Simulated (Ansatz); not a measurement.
# K2NaBCl6: the cost of one run

Method: DFT PBE, scalar-relativistic, plane waves, PAW, in Ansatz 0.2.0.

### 1 The structure to begin with

Symmetry: P4/mmm, No. 123, tetragonal system. Conventional cell: a = 4.899 Å, b = 4.899 Å, c = 9.797 Å, α = 90.00°, β = 90.00°, γ = 90.00°. K (site symmetry 4mm) has 12 Cl at 3.46 Å as nearest neighbours. Na (site symmetry 4/mmm) is surrounded by 6 Cl at 2.45 Å. Around B (site symmetry 4/mmm) lie 6 Cl at 2.45 Å. Cl (site symmetry mmm) is surrounded by 2 B at 2.45 Å and 4 K at 3.46 Å and 8 Cl at 3.46 Å. Around Cl (site symmetry mmm) lie 2 Na at 2.45 Å and 4 K at 3.46 Å. Cl (site symmetry 4mm) is surrounded by 1 Na at 2.45 Å and 1 B at 2.45 Å and 4 K at 3.46 Å.

As a file:

```
K Na B Cl
1.0
     4.89864    0.00000    0.00000
     0.00000    4.89864    0.00000
     0.00000    0.00000    9.79729
K Na B Cl
2 1 1 6
Direct
  0.50000 0.50000 0.25000
  0.50000 0.50000 0.75000
  0.00000 0.00000 0.50000
  0.00000 0.00000 0.00000
  0.50000 0.00000 0.00000
  0.50000 0.00000 0.50000
  0.00000 0.50000 0.00000
  0.00000 0.50000 0.50000
  0.00000 0.00000 0.25000
  0.00000 0.00000 0.75000
```

The cell is invented: ordered mixture on the cation sites of perovskite (P4/mmm, No. 123). Lengths come from tabulated atomic sizes and are only a guess.

### 2 A first look at the guess

File input.yaml:

```yaml
crystal:
  lattice:
    - [4.89864432, 0.0, 0.0]
    - [0.0, 4.89864432, 0.0]
    - [0.0, 0.0, 9.79728864]
  atoms:
    - { symbol: K, position: [0.5, 0.5, 0.25] }
    - { symbol: K, position: [0.5, 0.5, 0.75] }
    - { symbol: Na, position: [0.0, 0.0, 0.5] }
    - { symbol: B, position: [0.0, 0.0, 0.0] }
    - { symbol: Cl, position: [0.5, 0.0, 0.0] }
    - { symbol: Cl, position: [0.5, 0.0, 0.5] }
    - { symbol: Cl, position: [0.0, 0.5, 0.0] }
    - { symbol: Cl, position: [0.0, 0.5, 0.5] }
    - { symbol: Cl, position: [0.0, 0.0, 0.25] }
    - { symbol: Cl, position: [0.0, 0.0, 0.75] }
basis:
  ecutwfc: 420
kpoints:
  mp_grid: { grid: [4, 4, 2] }
hamiltonian:
  xc: pbe
scf:
  occupations: { method: gaussian, width: 0.1 }
  lower_state_search: "off"
output:
  forces: true
  stress: true
  eigenvalues: true
```

Run with:

```bash
ansatz run input.yaml --threads 1 --pin off --max-ram 2560MiB --backend cpu --events-out ev --progress --plain --runs-dir out
```

What time and memory should one allow on 1 thread of Arm Neoverse V1, shared host?

About 9.9 s, with a peak of 0.47 GiB.
